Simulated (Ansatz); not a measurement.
# ClFH4OSi2: a ladder of functionals and wavefunction methods

One table from this session's results is given with a row withheld; the runs are named, their logs left out.

Computed with Ansatz 0.2.0, Gaussian basis. Level: functionals in def2-TZVPP, the program's frozen cores in correlated methods.

Plan: LDA (SPW92), PBE-D4, revPBE-D4, BLYP-D4, r2SCAN-D4, B97M-V, PBE0-D4, B3LYP-D4, r2SCANh-D4, r2SCAN0-D4, HSE06-D4, BHLYP-D4, CAM-B3LYP-D4, LC-ωPBE, ωB97X-V, ωB97M-V, B2PLYP, PBE-QIDH; CCSD(T)/def2-SVP; CCSD(T)/def2-TZVPP; MP2/def2-QZVPP; extrapolation to the limit; RPA on PBE.

## The geometry

An earlier PBE0-D4 in a triple-zeta def2 set relaxation fixed the geometry.

9 atoms, charge 0, spin multiplicity 1.

Atoms are counted from 1 here; the program's logs count them from 0.

Bond lengths: O1–Si2 1.631 Å, O1–H6 0.961 Å, Si2–F3 1.599 Å, Si2–Si4 2.352 Å, Si2–H7 1.479 Å, Si4–Cl5 2.075 Å, Si4–H8 1.483 Å, Si4–H9 1.485 Å. Angles: Si2–O1–H6 117.4°, O1–Si2–F3 111.2°, O1–Si2–Si4 108.3°, O1–Si2–H7 106.7°, F3–Si2–Si4 107.1°, F3–Si2–H7 107.2°, Si4–Si2–H7 116.4°, Si2–Si4–Cl5 104.1°, Si2–Si4–H8 114.7°, Si2–Si4–H9 112.7°, Cl5–Si4–H8 108.0°, Cl5–Si4–H9 107.5°, H8–Si4–H9 109.4°.

Geometry (Å):

```xyz
9

O     1.0430    1.6510   -0.3677
Si    1.0042    0.0251   -0.4917
F     0.8572   -0.4349   -2.0164
Si   -0.8954   -0.7583    0.6519
Cl   -2.3038    0.7413    0.3809
H     0.2035    2.1171   -0.3965
H     2.3116   -0.4689   -0.0090
H    -1.4634   -2.0206    0.1192
H    -0.6680   -0.8981    2.1123
```

Set-up of the first run:

The input, in.yaml:

```yaml
crystal:
  periodic: [false, false, false]
  atoms:
    - {symbol: O, position_ang: [1.042954, 1.651026, -0.367652]}
    - {symbol: Si, position_ang: [1.004183, 0.025064, -0.491708]}
    - {symbol: F, position_ang: [0.857198, -0.434855, -2.016446]}
    - {symbol: Si, position_ang: [-0.895419, -0.758271, 0.651854]}
    - {symbol: Cl, position_ang: [-2.303836, 0.741310, 0.380931]}
    - {symbol: H, position_ang: [0.203454, 2.117098, -0.396523]}
    - {symbol: H, position_ang: [2.311627, -0.468925, -0.009025]}
    - {symbol: H, position_ang: [-1.463436, -2.020585, 0.119158]}
    - {symbol: H, position_ang: [-0.668026, -0.898062, 2.112310]}
basis:
  gaussian: {orbitals: def2-TZVPP}
hamiltonian: {xc: lda}
output: {orbitals: {seedname: orbitals}}
```

Steps of the session up to this table: LDA; PBE-D4 (GGA); revPBE-D4 (GGA); BLYP-D4 (GGA); r2SCAN-D4 (meta-GGA); B97M-V (meta-GGA); PBE0-D4 (hybrid); B3LYP-D4 (hybrid); r2SCANh-D4 (hybrid); r2SCAN0-D4 (hybrid); HSE06-D4 (hybrid); BHLYP-D4 (hybrid); CAM-B3LYP-D4 (range-separated); LC-ωPBE-D4 (range-separated; the results give it without D4); ωB97X-V (range-separated); ωB97M-V (range-separated); B2PLYP (double hybrid); PBE-QIDH (double hybrid).

One table of the session follows, with a row left open; its other results are not shown here.

It belongs to the step «Orbital energies across the functionals». 

```
  functional  HOMO (eV)  gap (eV)
 LDA (SPW92)      -7.06      4.92
      PBE-D4      -6.96      5.08
   revPBE-D4      -6.92      5.14
     BLYP-D4      -6.86      5.14
   r2SCAN-D4      -7.26      5.66
      B97M-V      -7.36      5.62
     PBE0-D4          ?         ?
    B3LYP-D4      -8.03      6.80
  r2SCANh-D4      -7.72      6.41
  r2SCAN0-D4      -8.41      7.52
    HSE06-D4      -7.82      6.40
    BHLYP-D4      -9.40      9.28
CAM-B3LYP-D4      -9.55      9.55
     LC-ωPBE     -10.83     11.98
     ωB97X-V     -10.51     11.54
     ωB97M-V     -10.27     11.03
```

Estimate the missing values for PBE0-D4.

The run gave: HOMO (eV): -8.22; gap (eV): 7.17. In the column «HOMO (eV)» it lies between r2SCAN0-D4 (-8.41) and B3LYP-D4 (-8.03).
